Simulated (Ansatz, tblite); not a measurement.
**Bistriflimide (C2F6NO4S2−): a ladder of methods and basis sets**

One table from this session's results is given with a row withheld; the runs are named, their logs left out.

Computed with Ansatz 0.2.0, Gaussian basis. Level: as each input shows.

Levels to be run: GFN1-xTB, GFN2-xTB, PBE-D4/def2-SVP, r2SCAN-D4/def2-SVP, PBE-D4/def2-SVPD, PBE0-D4/def2-SVPD, HF/6-31G, B3LYP-D4/6-31G, MP2/def2-SVPD.

3 further runs of the same task are left out: 3 that didn't finish.

### The relaxed structure

The singlet was relaxed beforehand with PBE-D4/def2-SVP.

SMILES `O=S(=O)([N-]S(=O)(=O)C(F)(F)F)C(F)(F)F`, 15 atoms, charge -1, spin multiplicity 1.

Bond lengths: O1–S2 1.479 Å, S2–O3 1.481 Å, S2–N4 1.631 Å, S2–C12 1.894 Å, N4–S5 1.631 Å, S5–O6 1.481 Å, S5–O7 1.479 Å, S5–C8 1.895 Å, C8–F9 1.343 Å, C8–F10 1.352 Å, C8–F11 1.348 Å, C12–F13 1.352 Å, C12–F14 1.343 Å, C12–F15 1.348 Å. Angles: O1–S2–O3 119.6°, O1–S2–N4 108.0°, O1–S2–C12 103.3°, O3–S2–N4 117.2°, O3–S2–C12 104.1°, N4–S2–C12 101.9°, S2–N4–S5 121.4°, N4–S5–O6 117.2°, N4–S5–O7 108.0°, N4–S5–C8 102.0°, O6–S5–O7 119.6°, O6–S5–C8 104.1°, O7–S5–C8 103.3°, S5–C8–F9 111.7°, S5–C8–F10 109.6°, S5–C8–F11 111.0°, F9–C8–F10 108.2°, F9–C8–F11 108.3° and more.

The ion is computed in the gas phase, without counter-ions or solvent.

PBE0-D4/def2-SVP was run before; its log isn't repeated, and its numbers join the tables.

The first run:

Tight binding, by tblite at 300 K electronic temperature and without a spin-polarisation term:

```python
tblite.interface.Calculator('GFN1-xTB', numbers, positions, charge=-1, uhf=0).singlepoint()
```

Tight binding, by tblite at 300 K electronic temperature and without a spin-polarisation term:

```python
tblite.interface.Calculator('GFN2-xTB', numbers, positions, charge=-1, uhf=0).singlepoint()
```

start.molden holds the orbitals of an earlier run on this state, given as this run's starting guess.

The input, in.yaml:

```yaml
crystal:
  periodic: [false, false, false]
  atoms:
    - {symbol: O, position_ang: [1.947625, 1.760110, 0.769866]}
    - {symbol: S, position_ang: [1.186133, 0.501652, 0.616593]}
    - {symbol: O, position_ang: [0.694550, -0.207031, 1.820911]}
    - {symbol: N, position_ang: [0.135355, 0.694758, -0.616044]}
    - {symbol: S, position_ang: [-1.148080, -0.294379, -0.802277]}
    - {symbol: O, position_ang: [-1.056330, -1.643938, -0.198346]}
    - {symbol: O, position_ang: [-1.640777, -0.147289, -2.189129]}
    - {symbol: C, position_ang: [-2.473913, 0.583512, 0.227851]}
    - {symbol: F, position_ang: [-2.081623, 0.755326, 1.500786]}
    - {symbol: F, position_ang: [-3.607064, -0.153975, 0.230903]}
    - {symbol: F, position_ang: [-2.767485, 1.792393, -0.290728]}
    - {symbol: C, position_ang: [2.455270, -0.688390, -0.133211]}
    - {symbol: F, position_ang: [3.381698, -1.007998, 0.798365]}
    - {symbol: F, position_ang: [1.880695, -1.824543, -0.560476]}
    - {symbol: F, position_ang: [3.093946, -0.120209, -1.175047]}
basis:
  gaussian: {orbitals: def2-SVP, initial_orbitals: start.molden}
total_charge: -1
hamiltonian: {xc: pbe, dispersion: d4}
scf: {omitted_lower_state_checks: [starts]}
output: {orbitals: {seedname: orbitals}}
```

Run with:

```console
ansatz run in.yaml --threads 4 --pin off --events-out ev --progress --plain --max-ram 6963MiB
```

Steps of the session up to this table: PBE-D4/def2-SVP; r2SCAN-D4/def2-SVP; PBE-D4/def2-SVPD; PBE0-D4/def2-SVPD; HF/6-31G; B3LYP-D4/6-31G; MP2/def2-SVPD.

One of the session's tables, all rows but one given; the rest of the session is left out.

It belongs to the step «Levels side by side». 

| level | HOMO (eV) | LUMO (eV) | gap (eV) |
| --- | --- | --- | --- |
| HF/6-31G | -9.02 | 6.87 | 15.88 |
| PBE-D4/def2-SVP | -2.35 | 3.81 | 6.16 |
| PBE-D4/def2-SVPD | -3.12 | 2.67 | 5.79 |
| r2SCAN-D4/def2-SVP | -2.92 | 3.81 | 6.73 |
| B3LYP-D4/6-31G | -4.31 | 2.98 | 7.29 |
| PBE0-D4/def2-SVP | -4.14 | 4.57 | 8.71 |
| PBE0-D4/def2-SVPD | ? | ? | ? |

**Question.** Estimate the row for PBE0-D4/def2-SVPD.

The run gave: HOMO (eV): -4.72; LUMO (eV): 3.42; gap (eV): 8.14. In the column «HOMO (eV)» it lies between HF/6-31G (-9.02) and B3LYP-D4/6-31G (-4.31).
